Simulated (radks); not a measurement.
# Shell filling in a jellium sphere with rs = 5.47 bohr, N = 1 to 5

Which level does each new electron take in a jellium sphere with rs = 5.47 bohr, and at which counts is the cluster hardest to charge further? Each count tries a few candidate levels and keeps the lowest. The background charge grows with the count, so each cluster is neutral; its cation and anion are computed too.

The numbers are computed with radks (version 2): non-relativistic spin-polarised Kohn-Sham, LDA (Slater exchange, Perdew-Wang correlation), spherically averaged shells.

## 1. What is given

| Property | Result |
| --- | --- |
| well | a jellium sphere with rs = 5.47 bohr |
| functional | LDA (Slater exchange, Perdew-Wang correlation) |
| levels | named by radial order: 1s, 1p, 1d, 2s, 1f and so on |
| units | hartree and bohr; summary energies in eV |
| configuration carried in | none |

Further steps of the session: 1 electrons; N = 2; N = 3; N = 4; Electron number 5.

Before running it: what results should come out? Wanted: closed shells at N; largest second difference; most unpaired electrons; ionisation energies; polarisability at N = 2; configuration at N = 5.

**Answer**, as computed:

| quantity | value |
| --- | --- |
| closed shells at N | 2 |
| largest second difference | 0.646 eV at N = 2 (of N = 2 to 4) |
| most unpaired electrons | 3 at N = 5 |
| ionisation energies | 3.20 to 4.13 eV |
| polarisability at N = 2 | 463.0 bohr³ |
| configuration at N = 5 | 1s2 1p(up 3, down 0) |

In words: Shells close at N = 2, and the second difference peaks there. Among the lowest states kept at each count, up to 3 electrons are unpaired (N = 5), since exchange favours parallel spins. The polarisability at N = 2 is 1.41 times the classical R³, since electrons spill past the background. The anion gave no bound, converged state at N = 2, 3, 4 and 5; semilocal functionals bind extra electrons too weakly, through self-interaction. The ions keep the filling of the neutral cluster, less or plus one electron, without a search of their own. The model keeps every shell spherical, so real clusters and dots, which can deform, may order levels otherwise.
